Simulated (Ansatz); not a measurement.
**PrSi3: from a guess to a relaxed structure**

The task: take a trial cell of PrSi3 to zero force and stress.

Computed with Ansatz 0.2.0 (DFT PBE, scalar-relativistic, plane waves, PAW; 4f electrons in the core of a trivalent norm-conserving potential, unless a step's input says otherwise).

**1. Starting point**

Symmetry: P4/mmm, No. 123, tetragonal system. Conventional cell: a = 4.798 Å, b = 4.798 Å, c = 3.372 Å, α = 90.00°, β = 90.00°, γ = 90.00°. Around Pr (site symmetry 4/mmm) lie 12 Si at 2.93 to 3.39 Å and 2 Pr at 3.37 Å. Si (site symmetry 4/mmm) has 10 Si at 2.93 to 3.37 Å in its first shell of neighbours. Si (site symmetry mmm) has 4 Pr at 2.93 Å and 4 Si at 2.93 Å in its first shell of neighbours.

As a file:

```
CELL_PARAMETERS angstrom
4.79786 0.00000 0.00000
0.00000 4.79786 0.00000
0.00000 0.00000 3.37185
ATOMIC_POSITIONS crystal
Pr 0.00000 0.00000 0.00000
Si 0.50000 0.50000 0.00000
Si 0.50000 0.00000 0.50000
Si 0.00000 0.50000 0.50000
```

A structure generator made this guess: species swapped into a database cell of Fe3Co (P4/mmm, No. 123), with Si on the Fe sites and Pr on the Co sites. Lengths come from tabulated atomic sizes and are only a guess.

**2. A first look at the guess**

Contents of input.yaml:

```yaml
crystal:
  lattice:
    - [4.79785723, 0.0, 0.0]
    - [0.0, 4.79785723, 0.0]
    - [0.0, 0.0, 3.37185465]
  atoms:
    - { symbol: Pr, position: [0.0, 0.0, 0.0] }
    - { symbol: Si, position: [0.5, 0.5, 0.0] }
    - { symbol: Si, position: [0.5, 0.0, 0.5] }
    - { symbol: Si, position: [0.0, 0.5, 0.5] }
basis:
  ecutwfc: 660
kpoints:
  mp_grid: { grid: [4, 4, 6] }
hamiltonian:
  xc: pbe
  pseudopotentials:
    kind: paw
    azcp: { Pr: "pseudopotentials/pbe/nc/lanthanide_3plus/Pr.nc.azcp" }
scf:
  occupations: { method: gaussian, width: 0.1 }
  lower_state_search: "off"
output:
  forces: true
  stress: true
  eigenvalues: true
```

Run with:

```
$ ansatz run input.yaml --threads 1 --pin off --max-ram 2560MiB --backend cpu --events-out ev --progress --plain --runs-dir out
```

The session goes on with these runs: coarse relaxation; relaxation on the finer mesh.

What does the calculation give? Wanted: conventional cell; volume; energy over the elements; gap on the mesh.

**Answer**, as computed:

| quantity | value |
| --- | --- |
| symmetry at the end (tolerance 0.05 Å) | space group Pm-3m (No. 221) |
| conventional cell | a = 4.277 Å, b = 4.277 Å, c = 4.277 Å, α = 90.00°, β = 90.00°, γ = 90.00° |
| volume | 19.56 Å³/atom |
| energy over the elements | -0.10 eV/atom |
| gap on the mesh | none (metal) |

What this shows: The symmetry goes from space group P4/mmm (No. 123) to space group Pm-3m (No. 221) (read at 0.05 Å; 0.001 Å gives P4/mmm (No. 123)), and the volume per atom grows by 0.8 % from the first guess. A negative formation energy is needed for stability but isn't enough; other structures and compounds were not set against it here. No finished test with a distortion of lower symmetry is shown, so the end may be a saddle point. Spin-orbit coupling is left out for Pr. The lanthanide's 4f electrons sit in the core of its potential, so it is trivalent by construction and shows no f bands or moments.

No U or exact exchange acts on the 4f shell of Pr, so a metallic reading can be the functional's.
